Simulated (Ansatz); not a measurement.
**SnOS: the cell at several levels of theory**

An exercise on one series of results from a longer session: the logs are not shown, and one member is left open.

Code: Ansatz 0.2.0. PAW datasets, plane waves, zero pressure. Simulation only: spin-unpolarised, and no claim that this is the phase found in nature.

### Starting point

In-plane lattice: a = 2.922 Å, b = 2.922 Å, γ = 120.0°; thickness between the outer nuclei 2.85 Å. Sn has 3 S at 2.21 Å and 3 O at 2.21 Å; O has 3 Sn at 2.21 Å; S has 3 Sn at 2.21 Å.

Structure file:

```cif
data_structure
_symmetry_space_group_name_H-M 'P 1'
_symmetry_Int_Tables_number 1
_cell_length_a 2.9223
_cell_length_b 2.9223
_cell_length_c 18.0000
_cell_angle_alpha 90.000
_cell_angle_beta 90.000
_cell_angle_gamma 120.000
_cell_volume 133.12
loop_
_atom_site_label
_atom_site_type_symbol
_atom_site_fract_x
_atom_site_fract_y
_atom_site_fract_z
_atom_site_occupancy
Sn1 Sn 0.33333 0.66667 0.50000 1
O1 O 0.66667 0.33333 0.57926 1
S1 S 0.66667 0.33333 0.42074 1
```
The sheet repeats along a and b alone.

Set-up of the first run:

The input, input.yaml:

```yaml
crystal:
  lattice:
    - [2.92231445, 0.0, 0.0]
    - [-1.461157225, 2.5307985515, 0.0]
    - [0.0, 0.0, 18.0]
  atoms:
    - { symbol: Sn, position: [0.3333333333, 0.6666666667, 0.5] }
    - { symbol: O, position: [0.6666666667, 0.3333333333, 0.5792578722] }
    - { symbol: S, position: [0.6666666667, 0.3333333333, 0.4207421278] }
  periodic: [true, true, false]
kpoints:
  mp_grid: { grid: [12, 12, 1] }
hamiltonian:
  xc: pbe
scf:
  occupations: { method: fermi_dirac, width: 0.02 }
relax:
  f_tol: 0.005
  cell: {}
```

Run with:

```console
> ansatz run input.yaml --threads 4 --pin off --max-ram 5529MiB --backend cpu --events-out ev --progress --plain --runs-dir out
```

Among the steps run: PBE: cell and atoms; r2SCAN: cell and atoms; PBEsol: cell and atoms; Relaxation with LDA; Relaxation with HSE06.

One of the session's tables, all rows but one given; the rest of the session is left out.

| level | a (Å) | area (Å²/atom) |
| --- | --- | --- |
| PBE | 3.361 | 3.260 |
| r2SCAN | 3.327 | 3.196 |
| PBEsol | 3.314 | 3.171 |
| LDA | 3.286 | 3.117 |
| HSE06 | ? | ? |

Q: Estimate the row for HSE06 from the others.

As computed: a (Å): 3.318; area (Å²/atom): 3.177. In the column «a (Å)» it lies between PBEsol (3.314) and r2SCAN (3.327).

In words: From the start to the first minimum the area moved by +32.2 %. LDA gives the smallest cell and PBE the largest; they differ by 4.6 % in area, a mean of 2.3 % in length. The meshes differ: PBE 12×12×1, r2SCAN 12×12×1, PBEsol 12×12×1, LDA 12×12×1, HSE06 6×6×1.

Limits of these values: Warnings in the runs' records: slab cell height set, xc potential rough in thin density.
